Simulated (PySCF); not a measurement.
# C3H10Si2: the cost of one run

Programs: PySCF 2.14.0, with density-fitted response routines of our own. Each step states its level of theory. These are calculated values for one molecule in the gas phase, unless marked as measured. Atoms are numbered from 0 throughout.

### Step 1. The molecule as given

15 atoms, charge 0, multiplicity 1; geometry from: GFN2-xTB. The atoms were then displaced at random by about 0.01 Å, so the start is not that level's minimum.

Bonds of the start (Å): C0–C1 1.32, C1–Si2 1.88, Si2–C3 1.91, Si2–Si4 2.34, C0–H5 1.08, C0–H6 1.07, C1–H7 1.08, Si2–H8 1.45, C3–H9 1.12, C3–H10 1.05, C3–H11 1.09, Si4–H12 1.46, Si4–H13 1.45, Si4–H14 1.46.

### Step 2. Optimising the geometry at PBE0-D3(BJ)/def2-SVP

The job: settings as JSON, then the geometry in Å.

```
{"job": {"xc": "PBE0", "basis": "def2-SVP", "d3": "d3bj", "grid": 1, "shake": 0.01, "kind": "geom"}, "charge": 0, "multiplicity": 1}
C     -1.894340    -1.779730    -0.451120
C     -1.207580    -0.925410     0.283440
Si     0.002990     0.345000    -0.400490
C     -0.242600     1.978730     0.549840
Si     2.210740    -0.372320    -0.124870
H     -1.857800    -1.736310    -1.534200
H     -2.584030    -2.483450    -0.034760
H     -1.291610    -0.976460     1.358570
H     -0.338660     0.588580    -1.784960
H     -1.304890     2.316210     0.465070
H      0.361800     2.762760     0.189460
H     -0.063200     1.861160     1.620640
H      2.534210    -0.604730     1.279240
H      2.482290    -1.606200    -0.828410
H      3.177340     0.614790    -0.594720
```

The run is started by

```console
$ OMP_NUM_THREADS=1 python probes_run.py task.json out
```

One launch serves the whole session: the jobs run in the order shown.

**Question.** How long does this first job take on 1 thread of AMD EPYC 9R45, shared host, and how much memory does it need?

About 29 s, with a peak of 0.51 GiB.
